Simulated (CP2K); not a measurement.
# Two attempts at C2H3In (SMILES [H][In]([H])[C]#C)

Wanted: energy and gradient of C2H3In, PM3.

Program for the calculation: CP2K 2026.2.

3 further runs of the same task are left out: 1 that didn't finish, 2 set aside as unsound or not needed.

### Step 1. The system as given

C2H3In has 6 atoms, charge 0, and is taken as a singlet. SMILES: `[H][In]([H])[C]#C`. Geometry: a GFN2-xTB relaxation, a rough one for these elements and not checked as a minimum.

Bond lengths: In1–C4 2.134 Å, C4–C5 1.206 Å, In1–H2 1.721 Å, In1–H3 1.722 Å, C5–H6 1.057 Å. Angles: In1–C4–C5 179.3°, H2–In1–C4 120.3°, H3–In1–C4 120.4°, C4–C5–H6 179.6°, H2–In1–H3 119.3°.

### Step 2. First attempt

The input, mol.inp:

```
&global
   project_name mol
   run_type SCF
   print_level MEDIUM
&end global

&force_eval
   method Quickstep
   &dft
      &qs
         method PM3
         eps_default 1.0E-10
         &se
            &coulomb
               cutoff [angstrom] 50
               rc_range [angstrom] 0
            &end coulomb
            &exchange
               cutoff [angstrom] 50
               rc_range [angstrom] 0
            &end exchange
         &end se
      &end qs
      &poisson
         periodic NONE
         poisson_solver ANALYTIC
      &end poisson
      &scf
         scf_guess ATOMIC
         eps_scf 1.0E-07
         max_scf 150
         &diagonalization
            algorithm STANDARD
         &end diagonalization
         &mixing
            method DIRECT_P_MIXING
            alpha 0.4
         &end mixing
      &end scf
      &print
         &moments
            periodic F
            reference COM
            max_moment 1
         &end moments
         &mo ON
            energies T
            occupation_numbers T
            ndigits 6
            &each
               qs_scf 0
            &end each
            add_last NUMERIC
         &end mo
         &hirshfeld OFF
         &end hirshfeld
      &end print
   &end dft
   &subsys
      &cell
         abc 19.9 21.3 16.1
         periodic NONE
      &end cell
      &coord
         UNIT bohr
         In     1.2804784     2.2180093     0.0053101
         H      4.5313743     2.2238864     0.0565595
         H     -0.3153575     5.0516915    -0.0805968
         C     -0.7486906    -1.2668724     0.0138706
         C     -1.8753264    -3.2483258     0.0074266
         H     -2.8724971    -4.9783890    -0.0025511
      &end coord
      &topology
         &center_coordinates
         &end center_coordinates
      &end topology
   &end subsys
   &print
      &forces ON
      &end forces
   &end print
&end force_eval
```

On the command line:

```console
$ OMP_NUM_THREADS=1 cp2k.psmp -i mol.inp -o mol.out
```

What it wrote:

```text
*******************************************************************************
 *   ___                                                                       *
 *  /   \                                                                      *
 * [ABORT]                                                                     *
 *  \___/                    invalid value for enumeration:SCF                 *
 *    |                                                                        *
 *  O/|                                                                        *
 * /| |                                                                        *
 * / \                                     input/input_enumeration_types.F:215 *
 *******************************************************************************

 ===== Routine Calling Stack =====

            4 val_create_parsing
            3 section_vals_parse
            2 section_vals_parse
            1 read_input

Program received signal SIGABRT: Process abort signal.
```

It took 0.32 s on 1 thread of Arm Neoverse N1, shared host; peak memory 0.13 GiB.

### Step 3. Diagnosis

The input was rejected.

The telling line is `\___/                    invalid value for enumeration:SCF`. Cause: unknown run type.

### Step 4. Second attempt

The input, gas.inp:

```
&GLOBAL
   PROJECT_NAME gas
   RUN_TYPE ENERGY_FORCE
   PRINT_LEVEL MEDIUM
&END GLOBAL

&FORCE_EVAL
   METHOD QS
   &DFT
      &QS
         METHOD PM3
         EPS_DEFAULT 1.0E-10
         &SE
            &COULOMB
               CUTOFF [angstrom] 50
               RC_RANGE [angstrom] 0
            &END COULOMB
            &EXCHANGE
               CUTOFF [angstrom] 50
               RC_RANGE [angstrom] 0
            &END EXCHANGE
         &END SE
      &END QS
      &POISSON
         PERIODIC NONE
         POISSON_SOLVER ANALYTIC
      &END POISSON
      &SCF
         SCF_GUESS ATOMIC
         EPS_SCF 1.0E-07
         MAX_SCF 150
         &DIAGONALIZATION
            ALGORITHM STANDARD
         &END DIAGONALIZATION
         &MIXING
            METHOD DIRECT_P_MIXING
            ALPHA 0.4
         &END MIXING
      &END SCF
      &PRINT
         &MOMENTS
            PERIODIC F
            REFERENCE COM
            MAX_MOMENT 1
         &END MOMENTS
         &MO ON
            ENERGIES T
            OCCUPATION_NUMBERS T
            NDIGITS 6
            &EACH
               QS_SCF 0
            &END EACH
            ADD_LAST NUMERIC
         &END MO
         &HIRSHFELD OFF
         &END HIRSHFELD
      &END PRINT
   &END DFT
   &SUBSYS
      &CELL
         ABC 19.9 21.3 16.1
         PERIODIC NONE
      &END CELL
      &COORD
         UNIT bohr
         In     1.2804784     2.2180093     0.0053101
         H      4.5313743     2.2238864     0.0565595
         H     -0.3153575     5.0516915    -0.0805968
         C     -0.7486906    -1.2668724     0.0138706
         C     -1.8753264    -3.2483258     0.0074266
         H     -2.8724971    -4.9783890    -0.0025511
      &END COORD
      &TOPOLOGY
         &CENTER_COORDINATES
         &END CENTER_COORDINATES
      &END TOPOLOGY
   &END SUBSYS
   &PRINT
      &FORCES ON
      &END FORCES
   &END PRINT
&END FORCE_EVAL
```

On the command line:

```console
$ OMP_NUM_THREADS=1 cp2k.psmp -i gas.inp > gas.out 2>&1
```

What it wrote:

```text
CP2K| version string:                                       CP2K version 2026.2
[...]
 GLOBAL| Method name                                                        CP2K
[...]
 GLOBAL| Run type                                                   ENERGY_FORCE
[...]
                             - Atoms:                                          6
[...]
                             - Spherical basis functions:                     15
[...]
 Number of electrons:                                                         14
[...]
     1 P_Mix/Diag. 0.40E+00    0.0     0.90204285        -8.6529785648 -8.65E+00
[...]
    17 DIIS/Diag.  0.23E-07    0.0     0.00000005       -12.2702560695 -6.93E-14
  *** SCF run converged in    17 steps ***
  Core-core repulsion energy [eV]:                            432.68173189410845
  Core Hamiltonian energy [eV]:                              -490.82516674408583
  Two-electron integral energy [eV]:                         -551.49442615110650
  Electronic energy [eV]:                                    -766.57237981963897
  Total energy [eV]:                                         -333.89064792553063
  Atomic reference energy [eV]:                               337.76901335950635
  Heat of formation [kcal/mol]:                                89.43723868587736
[...]
 SE_DIPOLE| Moment [Debye]          0.14527394       0.26449236       0.00086859
 SE_DIPOLE| Derivative [a.u.]       0.00000000       0.00000000       0.00000000
 ENERGY| Total FORCE_EVAL ( QS ) energy [hartree]            -12.270256069504647
 FORCES| Atomic forces [hartree/bohr]
 FORCES|   Atom     x               y               z               |f|
 FORCES|      1 -1.50065451E-02 -2.51088844E-02 -3.27722395E-04   2.92533738E-02
 FORCES|      2 -7.26757156E-03 -3.46854105E-03  7.05539054E-05   8.05315784E-03
 FORCES|      3  6.96508055E-04 -8.23923392E-03  2.98553746E-04   8.27400951E-03
 FORCES|      4  1.00213856E-02  1.57429185E-02 -9.05046859E-05   1.86621500E-02
 FORCES|      5  1.45492880E-02  2.66822965E-02 -2.48311841E-05   3.03912380E-02
 FORCES|      6 -2.99306506E-03 -5.60855554E-03  7.39506132E-05   6.35765699E-03
 FORCES| Sum     1.17961196E-16 -8.32667268E-17  2.16840434E-19
 FORCES| Total atomic force                                       1.44389192E-16
[...]
```

Run time: 0.4 s. Hardware: 1 thread of Arm Neoverse N1, shared host; peak memory 0.14 GiB.

### Step 5. Outcome

Level: PM3.

```
                                 quantity          value
                             total energy   -12.27026 Eh
                            dipole moment         0.30 D
                              HOMO energy      -10.95 eV
heat of formation at this unrelaxed shape  89.4 kcal/mol
                 largest force on an atom     1.563 eV/Å
```

**Reading.** The largest force is 1.56 eV/Å: the shape isn't a stationary point for this species at this level.
